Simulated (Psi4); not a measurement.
**doublet CH6Ge+: levels of theory compared**

We compute a comparison of 4 runs (UB3LYP/6-31G*, UHSE06/def2-SVPD, UTPSSh/def2-SVPD) of doublet CH6Ge+. 

The calculation is run with Psi4 1.11.

4 further runs of the same task are left out: 4 that didn't finish.

## Step 1: The structure to begin with

CH6Ge+: 8 atoms, total charge +1, spin state doublet. As SMILES of the parent species, `[CH3][GeH3]`. The coordinates come from a PBE0-D4/def2-TZVP relaxation. That shape belongs to the parent species and isn't relaxed for this state.

Bond lengths: C1–Ge2 1.953 Å, C1–H3 1.090 Å, C1–H4 1.090 Å, C1–H5 1.091 Å, Ge2–H6 1.539 Å, Ge2–H7 1.539 Å, Ge2–H8 1.539 Å. Some angles: C1–Ge2–H6 110.4°, C1–Ge2–H7 110.4°, C1–Ge2–H8 110.4°, Ge2–C1–H3 110.3°, Ge2–C1–H4 110.3°, Ge2–C1–H5 110.3°, H6–Ge2–H7 108.5°, H6–Ge2–H8 108.5°, H7–Ge2–H8 108.5°, H3–C1–H4 108.6°.

## Step 2: Energy and gradient at UB3LYP/6-31G(d) (spherical functions) (run 1)

File run_ase.py:

```python
import numpy as np
from ase.calculators.psi4 import Psi4
from ase import Atoms

atoms = Atoms(['C', 'Ge', 'H', 'H', 'H', 'H', 'H', 'H'], positions=[
    [-0.310900, 0.190300, -0.971400],
    [0.296900, -0.181900, 0.846700],
    [-1.380100, 0.404200, -0.976500],
    [0.218800, 1.052200, -1.378400],
    [-0.124600, -0.669400, -1.616000],
    [0.030700, 1.028200, 1.760100],
    [1.807100, -0.479600, 0.857700],
    [-0.445700, -1.401200, 1.422100],
])
calc = Psi4(atoms=atoms, method='b3lyp', basis='6-31G*', memory='1600MB', num_threads=1, charge=1, multiplicity=2, label='ch6ge', reference='uks')
calc.psi4.set_options({'puream': True, 'e_convergence': 1e-09, 'd_convergence': 1e-08, 'scf_type': 'pk', 'dft_radial_points': 99, 'dft_spherical_points': 590, 'maxiter': 200})
atoms.calc = calc

forces = atoms.get_forces()
print(f'energy: {atoms.get_potential_energy():.6f} eV')
print('forces / eV A^-1')
print(np.round(forces, 5))
```

Run with:

```
python run_ase.py
```

ch6ge.dat:

```text
[...]
  Running in c1 symmetry.
[...]
  Nuclear repulsion =  119.994906959666309
[...]
  Multiplicity = 2
[...]
  Nalpha       = 22
  Nbeta        = 21
[...]
    Number of basis functions: 58
[...]
   @UKS iter   1: -2116.65978475519887   -1.70631e+00   4.61329e-02 DIIS/ADIIS
[...]
   @UKS iter  22: -2118.06043550679487   -3.18323e-12   3.05865e-09 DIIS
[...]
   @S^2 Observed:                7.526665191E-01
[...]
    Orbital Energies [Eh]
    ---------------------
    Alpha Occupied:
       1A   -398.994929     2A    -50.073177     3A    -44.598908
       4A    -44.595547     5A    -44.595545     6A    -10.482371
       7A     -6.503412     8A     -4.680858     9A     -4.669975
      10A     -4.669971    11A     -1.484694    12A     -1.478994
      13A     -1.478988    14A     -1.470489    15A     -1.470486
      16A     -1.002228    17A     -0.800613    18A     -0.689783
      19A     -0.689768    20A     -0.624092    21A     -0.570135
      22A     -0.570080
    Alpha Virtual:
      23A     -0.193186    24A     -0.146294    25A     -0.139474
[...]
  @UKS Final Energy: -2118.06043550679487
   => Energetics <=
    Nuclear Repulsion Energy =            119.9949069596663094
    One-Electron Energy =               -3175.5241388222862042
    Two-Electron Energy =                1007.0015864540947632
    DFT Exchange-Correlation Energy =     -69.5327900982698708
    Empirical Dispersion Energy =           0.0000000000000000
    VV10 Nonlocal Energy =                  0.0000000000000000
    Total Energy =                      -2118.0604355067948745
[...]
 Multipole Moments:
 ------------------------------------------------------------------------------------
     Multipole            Electronic (a.u.)      Nuclear  (a.u.)        Total (a.u.)
 ------------------------------------------------------------------------------------
 L = 1.  Multiply by 2.5417464519 to convert [e a0] to [Debye]
 Dipole X            :          1.5555418           -1.9366215           -0.3810796
 Dipole Y            :         -0.9522509            1.1858883            0.2336374
 Dipole Z            :          4.6536321           -5.7931803           -1.1395482
 Magnitude           :                                                    1.2240826
[...]
  -Total Gradient:
     Atom            X                  Y                   Z
    ------   -----------------  -----------------  -----------------
       1        0.031608761401    -0.019362972421     0.094667492096
       2       -0.027602147082     0.016936418958    -0.082449570845
       3        0.006354348854     0.001469943449    -0.019889678102
       4       -0.013092175643    -0.006387142362    -0.015008492485
       5       -0.008945077507     0.014494884227    -0.012172626821
       6        0.006430359036    -0.010082531402     0.009211013176
       7       -0.003958392394    -0.001230398390     0.014474181786
       8        0.009204352460     0.004161034717     0.011167657671
[...]
```

The script printed:

```text
energy: -57635.360134 eV
forces / eV A^-1
[[-1.62539  0.99568 -4.868  ]
 [ 1.41936 -0.87091  4.23973]
 [-0.32675 -0.07559  1.02277]
 [ 0.67323  0.32844  0.77177]
 [ 0.45997 -0.74536  0.62594]
 [-0.33066  0.51846 -0.47365]
 [ 0.20355  0.06327 -0.74429]
 [-0.47331 -0.21397 -0.57426]]
```

Run time: 20 s. Hardware: 1 thread of AMD EPYC 9R45 (Zen 5), shared host; peak memory 0.94 GiB.

## Step 3: A single-point energy at UB3LYP/6-31G(d) (Cartesian functions) (run 2)

File ch6ge.json:

```json
{
 "schema_name": "qcschema_input",
 "schema_version": 1,
 "molecule": {
  "schema_name": "qcschema_molecule",
  "schema_version": 2,
  "symbols": ["C", "Ge", "H", "H", "H", "H", "H", "H"],
  "geometry": [-0.58751585, 0.35961488, -1.83567996, 0.56105969, -0.34374118, 1.60003111, -2.60801102, 0.7638273, -1.84531756, 0.41347208, 1.98836983, -2.60479849, -0.23545988, -1.26498267, -3.05379742, 0.05801459, 1.9430164, 3.32610695, 3.41492408, -0.90631265, 1.6208181, -0.84225093, -2.64788425, 2.68737952],
  "molecular_charge": 1,
  "molecular_multiplicity": 2,
  "fix_symmetry": "c1",
  "fix_com": true,
  "fix_orientation": true
 },
 "driver": "energy",
 "model": {
  "method": "b3lyp",
  "basis": "6-31G*"
 },
 "keywords": {
  "reference": "uks",
  "puream": false,
  "e_convergence": 1e-09,
  "d_convergence": 1e-08,
  "scf_type": "pk",
  "dft_radial_points": 99,
  "dft_spherical_points": 590,
  "maxiter": 200,
  "scf_properties": ["MULLIKEN_CHARGES", "WIBERG_LOWDIN_INDICES", "MAYER_INDICES"]
 }
}
```

Run with:

```
psi4 --qcschema ch6ge.json -n 1 --memory 1600MB
```

stdout, cut to the lines that bear on the results:

```text
[...]
  Running in c1 symmetry.
[...]
  Nuclear repulsion =  119.994906979970438
[...]
  Multiplicity = 2
[...]
  Nalpha       = 22
  Nbeta        = 21
[...]
    Number of basis functions: 62
[...]
   @UKS iter   1: -2116.53714273199557   -1.56129e+00   4.65864e-02 DIIS/ADIIS
[...]
   @UKS iter  21: -2118.06641030354331   -1.13687e-11   6.43881e-09 DIIS
[...]
   @S^2 Observed:                7.526731507E-01
[...]
  @UKS Final Energy: -2118.06641030354331
   => Energetics <=
    Nuclear Repulsion Energy =            119.9949069799704375
    One-Electron Energy =               -3175.5119814654026413
    Two-Electron Energy =                1006.9609751623283955
    DFT Exchange-Correlation Energy =     -69.5103109804397121
    Empirical Dispersion Energy =           0.0000000000000000
    VV10 Nonlocal Energy =                  0.0000000000000000
    Total Energy =                      -2118.0664103035433072
[...]
 Multipole Moments:
 ------------------------------------------------------------------------------------
     Multipole            Electronic (a.u.)      Nuclear  (a.u.)        Total (a.u.)
 ------------------------------------------------------------------------------------
 L = 1.  Multiply by 2.5417464519 to convert [e a0] to [Debye]
 Dipole X            :        -14.6337664           14.6295039           -0.0042625
 Dipole Y            :          8.9687130           -8.9659945            0.0027185
 Dipole Z            :        -40.4079646           40.3173069           -0.0906577
 Magnitude           :                                                    0.0907986
[...]
  Mulliken Charges: (a.u.)
   Center  Symbol    Alpha    Beta     Spin     Total
       1     C     3.54180  2.97562  0.56618 -0.51743
       2    GE    16.05686 15.75959  0.29728  0.18355
       3     H     0.34719  0.34581  0.00138  0.30700
       4     H     0.34719  0.34581  0.00138  0.30700
       5     H     0.34722  0.34576  0.00146  0.30702
       6     H     0.45336  0.40897  0.04439  0.13768
       7     H     0.45320  0.40921  0.04399  0.13759
       8     H     0.45317  0.40923  0.04394  0.13759
   Total alpha = 22.00000, Total beta = 21.00000, Total charge =  1.00000
[...]
```

The result, in JSON:

```text
{
 "driver": "energy",
 "model": {
  "method": "b3lyp",
  "basis": "6-31G*"
 },
 "success": true,
 "return_result": -2118.0664103035433,
 "properties": {
  "calcinfo_nbasis": 62,
  "calcinfo_nmo": 62,
  "calcinfo_nalpha": 22,
  "calcinfo_nbeta": 21,
  "calcinfo_natom": 8,
  "nuclear_repulsion_energy": 119.99490697997044,
  "return_energy": -2118.0664103035433,
  "scf_one_electron_energy": -3175.5119814654026,
  "scf_two_electron_energy": 1006.9609751623284,
  "scf_xc_energy": -69.51031098043971,
  "scf_dipole_moment": [-0.0042625251970083156, 0.0027184944117628618, -0.09065773424871537],
  "scf_total_energy": -2118.0664103035433,
  "scf_iterations": 21
 }
}
```

It took 17 s on 1 thread of AMD EPYC 9R45 (Zen 5), shared host; peak memory 0.94 GiB.

Run 3 isn't shown in full; the table further down has it.

## Step 4: Energy and gradient at UTPSSh/def2-SVPD (run 4)

File job.dat:

```
memory 1600 mb

molecule system {
  1 2
  C     -0.310900     0.190300    -0.971400
  Ge     0.296900    -0.181900     0.846700
  H     -1.380100     0.404200    -0.976500
  H      0.218800     1.052200    -1.378400
  H     -0.124600    -0.669400    -1.616000
  H      0.030700     1.028200     1.760100
  H      1.807100    -0.479600     0.857700
  H     -0.445700    -1.401200     1.422100
  symmetry c1
}

set globals {
  reference uks
  puream true
  e_convergence 1e-09
  d_convergence 1e-08
  scf_type pk
  dft_radial_points 99
  dft_spherical_points 590
  maxiter 200
}

e, wfn = gradient("tpssh/def2-SVPD", return_wfn=True)
oeprop(wfn, "MULLIKEN_CHARGES", "WIBERG_LOWDIN_INDICES", "QUADRUPOLE")
```

Run with:

```
psi4 -n 1 job.dat job.out
```

job.out, cut to the lines that bear on the results:

```text
[...]
  Running in c1 symmetry.
[...]
  Nuclear repulsion =  119.994906959666309
[...]
  Multiplicity = 2
[...]
  Nalpha       = 22
  Nbeta        = 21
[...]
    Number of basis functions: 106
[...]
   @UKS iter   1: -2116.57334686176728   -1.54223e+00   2.31778e-02 ADIIS/DIIS
[...]
   @UKS iter  18: -2117.99316142939369   -1.00044e-11   7.56092e-09 DIIS
[...]
   @S^2 Observed:                7.536411578E-01
[...]
  @UKS Final Energy: -2117.99316142939369
   => Energetics <=
    Nuclear Repulsion Energy =            119.9949069596663094
    One-Electron Energy =               -3175.8220091941720966
    Two-Electron Energy =                1015.7527208637103513
    DFT Exchange-Correlation Energy =     -77.9187800585983581
    Empirical Dispersion Energy =           0.0000000000000000
    VV10 Nonlocal Energy =                  0.0000000000000000
    Total Energy =                      -2117.9931614293936946
[...]
  -Total Gradient:
     Atom            X                  Y                   Z
    ------   -----------------  -----------------  -----------------
       1        0.028338041414    -0.017367049415     0.084881052541
       2       -0.026834191333     0.016474890776    -0.080142908767
       3        0.010505301923     0.000634054848    -0.019835725813
       4       -0.015130627302    -0.009730741232    -0.013399673631
       5       -0.009656360398     0.017817958086    -0.009647653562
       6        0.006020384690    -0.007952121563     0.011051388421
       7       -0.001176586441    -0.001806069022     0.014690978008
       8        0.007933696977     0.001927784997     0.012400044348
[...]
 Multipole Moments:
 ------------------------------------------------------------------------------------
     Multipole            Electronic (a.u.)      Nuclear  (a.u.)        Total (a.u.)
[...]
  Mulliken Charges: (a.u.)
   Center  Symbol    Alpha    Beta     Spin     Total
       1     C     3.35713  2.73743  0.61970 -0.09456
       2    GE    16.00543 15.77676  0.22867  0.21781
       3     H     0.41247  0.41881 -0.00634  0.16871
       4     H     0.41240  0.41873 -0.00633  0.16888
       5     H     0.41230  0.41853 -0.00623  0.16917
       6     H     0.46693  0.40969  0.05723  0.12338
       7     H     0.46669  0.41001  0.05668  0.12330
       8     H     0.46665  0.41003  0.05662  0.12332
   Total alpha = 22.00000, Total beta = 21.00000, Total charge =  1.00000
[...]
```

It took 92 s on 1 thread of AMD EPYC 9R45 (Zen 5), shared host; peak memory 0.67 GiB.

## Step 5: Overview of the runs

| run | level | task | Cartesian functions | energy (Eh) | HOMO energy (eV) | LUMO energy (eV) | ⟨S²⟩ | wall time |
| --- | --- | --- | --- | --- | --- | --- | --- | --- |
| 1 | UB3LYP/6-31G* (spherical functions) | gradient | no | -2118.060436 | -15.24 | -13.75 | 0.753 | 20 s |
| 2 | UB3LYP/6-31G* (Cartesian functions) | energy | yes | -2118.066410 | -15.24 | -13.75 | 0.753 | 17 s |
| 3 | UHSE06/def2-SVPD | gradient | no | -2117.687462 | -15.00 | -13.87 | 0.754 | 70 s |
| 4 | UTPSSh/def2-SVPD | gradient | no | -2117.993161 | -14.87 | -13.99 | 0.754 | 92 s |

## Step 6: Summary of results

```
                                 quantity           value
                      run 4: total energy  -2117.99316 Eh
run 4: HOMO energy (highest over α and β)       -14.87 eV
 run 4: LUMO energy (lowest over α and β)       -13.99 eV
                              run 4: ⟨S²⟩           0.754
          run 4: largest force on an atom      4.687 eV/Å
```

What this shows: Totals of different functionals can't be ranked against each other. All runs together took 3.3 min, the longest 92 s.
